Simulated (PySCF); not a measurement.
# F3H3SSiTi ((F)3Ti-S-SiH3): the cost of one run

The runs use PySCF 2.14.0, with density-fitted response routines of our own; the level of theory stands in each step. All values are computed, except where a source is named. Atoms are numbered from 0 throughout.

## 1. The molecule as given

9 atoms, charge 0, multiplicity 1; geometry from: GFN2-xTB. The atoms were then displaced at random by about 0.03 Å, so the start is not that level's minimum.

Bonds of the start (Å): Ti0–F1 1.79, Ti0–F2 1.63, Ti0–F3 1.77, Ti0–S4 2.29, S4–Si5 2.14, Si5–H6 1.49, Si5–H7 1.52, Si5–H8 1.41.

## 2. Geometry optimisation at PBE0-D3(BJ)/def2-SVP

The job: settings as JSON, then the geometry in Å.

```
{"job": {"xc": "PBE0", "basis": "def2-SVP", "d3": "d3bj", "grid": 1, "maxiter": 40, "shake": 0.03, "kind": "geom"}, "charge": 0, "multiplicity": 1}
Ti    -0.534860     1.241360     0.744350
F     -1.891650     2.411890     0.684470
F     -0.652730     0.242230     2.032880
F      1.043010     1.931510     0.316560
S     -1.154550    -0.013980    -1.062910
Si     0.556420    -1.256360    -0.722950
H      0.503780    -1.917020     0.608710
H      1.852100    -0.473110    -0.899440
H      0.411230    -2.235950    -1.727320
```

Started as:

```console
OMP_NUM_THREADS=1 python probes_run.py task.json out
```

The driver reads the jobs from task.json and runs them one after another.

**Question.** How long does this first job take on 1 thread of Arm Neoverse V1, shared host, and how much memory does it need?

About 66 s, with a peak of 0.5 GiB.
